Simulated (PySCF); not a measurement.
# ErF2 (Er(F)2+): the cost of one run

Computed with PySCF 2.14.0. Level: several levels, as the steps say, no spin–orbit coupling.

1 further run of the same task is left out (for a known fault of the program).

## Step 1: Where the work starts

3 atoms, charge 1, spin multiplicity 1.

Bond lengths: Er1–F2 1.909 Å, Er1–F3 1.909 Å. Angles: F2–Er1–F3 110.8°.

Coordinates:

| atom | x (Å) | y (Å) | z (Å) |
| --- | --- | --- | --- |
| Er1 | 0.0000 | 0.0000 | -0.3179 |
| F2 | 1.5714 | 0.0000 | 0.7670 |
| F3 | -1.5714 | 0.0000 | 0.7670 |

Formal oxidation states: Er +3. Each metal's 11 4f electrons lie in its core potential, so multiplicities, spins and levels count the valence alone. An earlier session relaxed this geometry at PBE0, Er lcecp-1-SVP with ECP57, F def2-SVP (singlet, point group C2v).

At PBE0 on the finer grid: E = -237.468608 Eh, HOMO -16.31 eV, LUMO -8.39 eV, Mulliken charge on Er1 +1.65 e, largest force component 0.007 eV/Å. 

Levels to run: r2SCAN; B3LYP; PBE0, TZVP. Hardware: 2 threads of AMD EPYC 9R45 (Zen 5), shared host.

## Step 2: r2SCAN

Contents of run.py (the lines that set the calculation):

```python
mol = gto.M(atom='''
Er     0.00000     0.00000    -0.31785
F      1.57137     0.00000     0.76704
F     -1.57137     0.00000     0.76704''',
    basis={'Er': 'lcecp-1-SVP', 'F': 'def2-SVP'},
    ecp={'Er': 'lcecp-1-SVP'},
    charge=1, spin=0)
mf = dft.RKS(mol, xc='R2SCAN')
mf.grids.atom_grid = (75, 302)  # f atoms: unpruned, at least (60, 302)
mf = mf.density_fit()  # fitting sets: Er AutoAux, F def2-universal-JKFIT
mf.conv_tol = 1e-08; mf.max_cycle = 55
mf.kernel(dm0)  # dm0: the density of the relaxed state
```

Launch:

```
$ OMP_NUM_THREADS=2 python run.py
```

**Question.** How long does this run take on 2 threads of AMD EPYC 9R45 (Zen 5), shared host?

About 1.2 s.
